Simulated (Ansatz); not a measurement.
# AlH2NTe: single points off equilibrium

The task here is to estimate one member of a computed series from the others.

Method: single points in def2-TZVPP; program: Ansatz 0.2.0, Gaussian basis.

Cores are frozen in the correlated methods. Filled d shells of the heavier atoms are correlated. Core potentials replace the inner electrons past krypton, and spin-orbit coupling is left out.

## The starting structure

5 atoms, charge 0, spin multiplicity 1.

Atoms are counted from 1 here; the program's logs count them from 0.

Bond lengths: N1–Al2 1.754 Å, N1–Te3 2.341 Å, N1–H4 1.006 Å, Al2–Te3 2.411 Å, Al2–H5 1.513 Å. Angles: Al2–N1–Te3 70.5°, Al2–N1–H4 139.8°, Te3–N1–H4 109.3°, N1–Al2–Te3 66.2°, N1–Al2–H5 138.8°, Te3–Al2–H5 154.9°, N1–Te3–Al2 43.3°.

Coordinates:

```
N    -0.69272   -0.47651   -0.52563
Al    0.45456    0.68720    0.11123
Te    0.74814   -1.54172    0.98114
H    -1.63374   -0.79376   -0.36732
H     0.75809    2.16483   -0.00016
```

The first run:

Contents of run/in.yaml:

```yaml
crystal:
  periodic: [false, false, false]
  atoms:
    - {symbol: N, position_ang: [-0.692722, -0.476512, -0.525627]}
    - {symbol: Al, position_ang: [0.454557, 0.687195, 0.111233]}
    - {symbol: Te, position_ang: [0.748139, -1.541718, 0.981137]}
    - {symbol: H, position_ang: [-1.633739, -0.793759, -0.367323]}
    - {symbol: H, position_ang: [0.758094, 2.164829, -0.000165]}
basis:
  gaussian: {orbitals: def2-TZVPP}
hamiltonian: {xc: pbe, dispersion: d4}
output: {forces: true}
```

Started as:

```console
$ ansatz run in.yaml --threads 2 --pin off --events-out ev --progress --plain --max-ram 3481MiB
```

Among the steps run: PBE-D4/def2-TZVPP; r2SCAN-D4/def2-TZVPP; PBE0-D4/def2-TZVPP; wB97M-V/def2-TZVPP; CCSD(T)/def2-TZVPP.

One of the session's tables, all rows but one given; the rest of the session is left out.

| method | RMS force component (eV/Å) | angle to CCSD(T) forces (°) | dipole (D) |
| --- | --- | --- | --- |
| PBE-D4 | 0.398 | 16.3 | 1.51 |
| r2SCAN-D4 | ? | ? | ? |
| PBE0-D4 | 0.421 | 25.8 | 1.71 |
| wB97M-V | 0.446 | 33.1 | 1.85 |
| CCSD(T) | 0.325 | reference | 1.72 |

Estimate the missing values for r2SCAN-D4.

As computed: RMS force component (eV/Å): 0.358; angle to CCSD(T) forces (°): 18.0; dipole (D): 1.68. In the column «RMS force component (eV/Å)» it lies between CCSD(T) (0.325) and PBE-D4 (0.398).

Limits of these values: CCSD(T) in triple zeta still lacks some correlation energy of the bonds, so part of these gaps is its own basis error and they don't rank the functionals.
